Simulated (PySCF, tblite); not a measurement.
**1,3-dimethyl cyclohexene (C8H14): geometry, infrared bands and NMR shifts**

Aim: predict the infrared bands and NMR shifts of 1,3-dimethyl cyclohexene (C8H14) (`CC1=C[C@@H](C)CCC1`).

Computed with tblite 0.8.0 and PySCF 2.14.0, with density-fitted response routines of our own, on a single molecule in the gas phase. Atoms count from 0, in the outputs and in this text.

### Step 1. The starting structure

22 atoms, charge 0, multiplicity 1; geometry from: force field or distance geometry start.

Bonds of the start (Å): C0–C1 1.51, C1–C2 1.33, C2–C3 1.51, C3–C4 1.52, C3–C5 1.54, C5–C6 1.53, C6–C7 1.53, C7–C1 1.51, C0–H8 1.09, C0–H9 1.08, C0–H10 1.10, C2–H11 1.09, C3–H12 1.12, C4–H13 1.11, C4–H14 1.09, C4–H15 1.10, C5–H16 1.09, C5–H17 1.10, C6–H18 1.09, C6–H19 1.11, C7–H20 1.09, C7–H21 1.09.

### Step 2. Optimising the geometry with GFN2-xTB

Job settings and geometry (Å):

```
{"job": {"kind": "relax", "xc": "GFN2-xTB", "basis": "xTB"}, "charge": 0, "multiplicity": 1}
C      2.547400     1.098700     0.205100
C      1.213200     0.391900     0.184200
C      0.056600     1.046900     0.216500
C     -1.303300     0.383200     0.161000
C     -2.250200     1.109400    -0.772600
C     -1.208900    -1.106900    -0.231900
C     -0.048900    -1.790400     0.487700
C      1.290600    -1.115400     0.166800
H      3.118200     0.820300     1.096600
H      3.116800     0.834500    -0.677800
H      2.415900     2.188200     0.210900
H      0.043000     2.134200     0.273200
H     -1.731100     0.438200     1.190900
H     -1.862300     1.111600    -1.809600
H     -3.239600     0.645500    -0.785000
H     -2.386300     2.155000    -0.459100
H     -2.143800    -1.613000     0.012200
H     -1.059100    -1.207700    -1.313400
H     -0.007300    -2.848700     0.216300
H     -0.218000    -1.757100     1.580800
H      1.611200    -1.425700    -0.831800
H      2.035500    -1.473400     0.878100
```

The run is started by

```sh
OMP_NUM_THREADS=1 python probes_run.py task.json out
```

One launch serves the whole session: the jobs run in the order shown.

**Question.** This job is followed by: GFN2-xTB harmonic vibrations, gas phase; GIAO PBE0/pcSseg-1 NMR shielding, non-relativistic, gas phase. Predict these results of the whole session: strongest single infrared mode (GFN2-xTB); zero-point energy (GFN2-xTB); 13C shifts against TMS (PBE0/pcSseg-1); 1H shifts against TMS (PBE0/pcSseg-1, means over atoms taken as alike).

**Answer**, as computed:

| quantity | value |
| --- | --- |
| strongest single infrared mode (GFN2-xTB) | 3052 cm⁻¹, 106 km/mol |
| zero-point energy (GFN2-xTB) | 124.9 kcal/mol |
| 13C shifts against TMS (PBE0/pcSseg-1) | 141.4, 135.4, 35.6, 35.3, 33.8, 27.5, 26.9, 24.5 ppm |
| 1H shifts against TMS (PBE0/pcSseg-1, means over atoms taken as alike) | 5.56, 2.20, 1.99, 1.82, 1.81, 1.78, 1.77, 1.51, 1.00, 0.89 ppm |

In words: Relaxing lowered the energy by 0.063 eV in 35 steps; the close pair that moved most is C4–H13, from 1.107 to 1.088 Å. No mode is imaginary among the 60: a minimum at this level. The strongest single mode, at 3052 cm⁻¹, moves mainly H11. Unscaled tight-binding wavenumbers are off by several per cent, some by more. Its intensities can rank the bands wrongly. H11 (hydrogen on an alkene CH) lies farthest downfield among hydrogen, at 5.56 ppm; attached to an sp2 carbon and in the plane of the double bond. At PBE0/pcSseg-1: The widest tensor belongs to C1: span 225 ppm, with a paramagnetic part of -216 ppm.
